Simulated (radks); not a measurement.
**Pb⁴⁺ in [Xe] 4f14 5d10: an all-electron calculation**

Aim: the levels, the sizes of the orbitals and the parts of the energy of the lead ion Pb4+.

Method: scalar-relativistic Kohn-Sham, exchange-only PBE, spin-polarised, spherical densities, finite nucleus. Code: radks (a radial shooting solver on a logarithmic mesh, Libxc functionals) version 1.

### Step 1. The atom as given

```
element            : lead (Z = 82)
charge             : +4
electrons          : 78
configuration      : [Xe] 4f14 5d10
nuclear rms radius : 5.5012 fm
```

Outer shells as boxes (Hund's rule):

Pb⁴⁺
```
[Xe] core
4f [↑↓][↑↓][↑↓][↑↓][↑↓][↑↓][↑↓]
5d [↑↓][↑↓][↑↓][↑↓][↑↓]
```

### Step 2. Self-consistent calculation

Settings of this run:

```text
Z 82
configuration [Xe] 4f14 5d10 6s0 6p0 5f0 6d0
relativity scalar-relativistic
functional pbe,
spin polarised
nucleus finite rms 5.5012 fm
c 137.035999084
```

Command:

```
python run_ks.py task.json out
```

The same process makes all the runs of this session.

What does the calculation give?

The runs gave:

```
                        quantity                   value
                    total energy     -20867.6742 hartree
exchange-correlation share of it                  1.82 %
                            −T/E                  1.1297
          highest occupied level          5d, -60.295 eV
    most extended occupied level  5d up, <r> = 1.26 bohr
 radius at density 0.001 e/bohr³               3.03 bohr
    maxima of the radial density                       4
         ionisation energy, NIST     68.8 (semi-emp.) eV
```

What this shows: The radial density shows 4 maxima for 5 occupied principal shells; where shells overlap, one shows as a shoulder or not at all. −T/E is 1.130: with relativity the kinetic term as defined here no longer equals −E. The top level binds by 60.295 eV, 88 % of the NIST ionisation energy of 68.8 eV; the potential of a semilocal functional falls off too fast, so its top eigenvalue is too shallow. 
